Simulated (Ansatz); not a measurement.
## FeGe: relaxation of cell and atoms with PBE

FeGe:

```
CELL_PARAMETERS angstrom
4.68900 0.00000 0.00000
0.00000 4.68900 0.00000
0.00000 0.00000 4.68900
ATOMIC_POSITIONS crystal
Ge 0.15800 0.34200 0.65800
Ge 0.34200 0.65800 0.15800
Ge 0.65800 0.15800 0.34200
Ge 0.84200 0.84200 0.84200
Fe 0.86500 0.63500 0.36500
Fe 0.63500 0.36500 0.86500
Fe 0.36500 0.86500 0.63500
Fe 0.13500 0.13500 0.13500
```

```
Program             : Ansatz 0.2.0
Task                : relaxation of cell and atoms
Functional          : PBE
Potentials or basis : SPMS NC
Cutoff              : 871 eV (not typed: the program's choice for these potentials)
k mesh              : 6 × 6 × 6
Occupations         : fermi-dirac, width 0.05 eV
Spin                : collinear spin, ferromagnetic start
Starting moments    : [0.0, 0.0, 0.0, 0.0, 3.0, 3.0, 3.0, 3.0] μB
```

The relaxed volume is 12.68 Å³/atom and the relaxed cell is a = 4.664 Å, b = 4.664 Å, c = 4.664 Å, α = 90.00°, β = 90.00°, γ = 90.00°. The space group after relaxing (to 0.05 Å) is P2_13 (No. 198), the energy gained by relaxing is 1.6 meV/atom and the ionic steps are 4. The pressure after relaxing is 0.0 GPa and the largest force after relaxing is 0.013 eV/Å. The band gap on the k mesh is none (metal or under the smearing width), the net moment is 4.31 μB per cell and the absolute moment is 5.45 μB per cell. The site moments are Ge -0.06; Fe +1.19 μB.

Forces in eV/Å, atoms in the order of the input:
```
Ge   0.005 -0.005  0.005
Ge  -0.005  0.005  0.005
Ge   0.005  0.005 -0.005
Ge  -0.005 -0.005 -0.005
Fe   0.007 -0.007  0.007
Fe  -0.007  0.007  0.007
Fe   0.007  0.007 -0.007
Fe  -0.007 -0.007 -0.007
```

Step by step:
| step | energy change (eV) | largest force (eV/Å) | volume (Å³) |
| --- | --- | --- | --- |
| 1 | 0.0000 | 0.0792 | 103.10 |
| 2 | -0.0116 | 0.0437 | 101.95 |
| 3 | -0.0131 | 0.0123 | 101.47 |
| 4 | -0.0129 | 0.0126 | 101.47 |

Final structure:
```xyz
8
Lattice="4.6642 0.0000 0.0000 0.0000 4.6642 0.0000 0.0000 0.0000 4.6642" Properties=species:S:1:pos:R:3 pbc="T T T"
Ge    0.7380    1.5941    3.0701
Ge    1.5941    3.0701    0.7380
Ge    3.0701    0.7380    1.5941
Ge    3.9262    3.9262    3.9262
Fe    4.0359    2.9604    1.7038
Fe    2.9604    1.7038    4.0359
Fe    1.7038    4.0359    2.9604
Fe    0.6283    0.6283    0.6283
```

Levels at points of the mesh, in eV from the Fermi level:
Spin up:
| k point | band 59 | band 60 | band 61 | band 62 | band 63 | band 64 | band 65 | band 66 |
| --- | --- | --- | --- | --- | --- | --- | --- | --- |
| (0.00, 0.00, 0.00) | -0.91 | -0.91 | -0.36 | -0.36 | -0.36 | 1.79 | 1.79 | 1.79 |
| (0.00, 0.00, -0.50) | -0.82 | -0.82 | -0.62 | -0.62 | 0.83 | 0.83 | 0.87 | 0.87 |
| (0.00, -0.50, -0.50) | -1.11 | -1.11 | -0.16 | -0.16 | 0.15 | 0.15 | 1.45 | 1.45 |
| (-0.50, -0.50, -0.50) | -1.13 | -1.13 | -0.47 | -0.47 | -0.47 | -0.47 | 4.40 | 4.40 |
Spin down:
```csv
k point,band 55,band 56,band 57,band 58,band 59,band 60,band 61,band 62
"(0.00, 0.00, 0.00)",-1.36,0.15,0.15,0.15,0.30,0.30,1.00,1.00
"(0.00, 0.00, -0.50)",-0.62,-0.62,0.03,0.03,0.33,0.33,0.67,0.67
"(0.00, -0.50, -0.50)",-0.55,-0.55,-0.55,-0.55,0.07,0.07,0.98,0.98
"(-0.50, -0.50, -0.50)",-0.25,-0.25,-0.15,-0.15,-0.15,-0.15,0.84,0.84
```

Run time: 110 s on 4 threads of Arm Neoverse V2, on a shared host, peak memory 1.2 GiB.

Caveat: the plane-wave basis is chosen anew once the cell has moved, so the energies of steps on either side of that aren't comparable.
